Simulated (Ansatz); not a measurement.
# C₃H₈BClOS: relaxing the structure

Aim: relax C₃H₈BClOS from a cheap starting geometry.

Method: RKS PBE0-D4/def2-TZVP; program: Ansatz 0.2.0, Gaussian basis.

The runs, in order: relaxation at PBE0-D4/def2-TZVP.

1 further run of the same task is left out (set aside as unsound or not needed).

**1. The system as given**

SMILES `CC(C)OB(S)Cl`, 15 atoms, charge 0, spin multiplicity 1.

Atoms are counted from 1 here; the program's logs count them from 0.

Bond lengths: C1–C2 1.525 Å, C1–H8 1.087 Å, C1–H9 1.087 Å, C1–H10 1.086 Å, C2–C3 1.523 Å, C2–O4 1.433 Å, C2–H11 1.098 Å, C3–H12 1.087 Å, C3–H13 1.087 Å, C3–H14 1.086 Å, O4–B5 1.324 Å, B5–S6 1.812 Å, B5–Cl7 1.752 Å, S6–H15 1.326 Å. Angles: C2–C1–H8 110.1°, C2–C1–H9 110.0°, C2–C1–H10 109.8°, H8–C1–H9 108.8°, H8–C1–H10 108.9°, H9–C1–H10 109.2°, C1–C2–C3 112.1°, C1–C2–O4 109.1°, C1–C2–H11 109.5°, C3–C2–O4 107.5°, C3–C2–H11 110.2°, O4–C2–H11 108.3°, C2–C3–H12 109.9°, C2–C3–H13 110.3°, C2–C3–H14 109.8°, H12–C3–H13 108.7°, H12–C3–H14 109.2°, H13–C3–H14 109.0° and more.

The start is a GFN2-xTB geometry.

**2. Geometry optimisation, PBE0-D4/def2-TZVP**

Contents of in.yaml:

```yaml
crystal:
  periodic: [false, false, false]
  atoms:
    - {symbol: C, position_ang: [-0.259410, 0.189990, -1.607220]}
    - {symbol: C, position_ang: [0.325320, -0.378200, -0.319060]}
    - {symbol: C, position_ang: [-0.121230, -1.813170, -0.070720]}
    - {symbol: O, position_ang: [-0.125260, 0.410790, 0.788630]}
    - {symbol: B, position_ang: [0.451690, 1.496920, 1.279250]}
    - {symbol: S, position_ang: [-0.366170, 2.305820, 2.679720]}
    - {symbol: Cl, position_ang: [1.945670, 2.163270, 0.651480]}
    - {symbol: H, position_ang: [0.064540, 1.219050, -1.742190]}
    - {symbol: H, position_ang: [-1.345710, 0.166520, -1.565410]}
    - {symbol: H, position_ang: [0.077810, -0.398690, -2.455080]}
    - {symbol: H, position_ang: [1.421080, -0.323090, -0.359410]}
    - {symbol: H, position_ang: [-1.204650, -1.855180, 0.003460]}
    - {symbol: H, position_ang: [0.306020, -2.185400, 0.856480]}
    - {symbol: H, position_ang: [0.205140, -2.446840, -0.889690]}
    - {symbol: H, position_ang: [-1.374850, 1.448210, 2.749750]}
basis:
  gaussian: {orbitals: def2-TZVP}
hamiltonian: {xc: pbe0, dispersion: d4}
relax: {f_tol: 0.005, max_steps: 150}
```

Launch:

```
> ansatz run in.yaml --threads 2 --pin off --events-out ev --progress --plain --max-ram 32768MiB --backend cuda --devices 0, --max-vram 18GiB
```

Before running them: what should the planned runs give, taken together? Wanted: point group; shift from the start; total energy; dispersion term; dipole moment.

The runs gave:

```
                  quantity           value
               point group              C1
                     steps               9
shift from the start (rms)         0.057 Å
              total energy  -29314.8403 eV
           dispersion term        -328 meV
             dipole moment          2.63 D
```

The atoms moved 0.06 Å (rms) from the start; the bond that changed most is B5–Cl7, from 1.752 to 1.775 Å. No vibrations were run, so it is not proven to be a minimum. The largest Mulliken charge, -0.36 e, sits on C1.
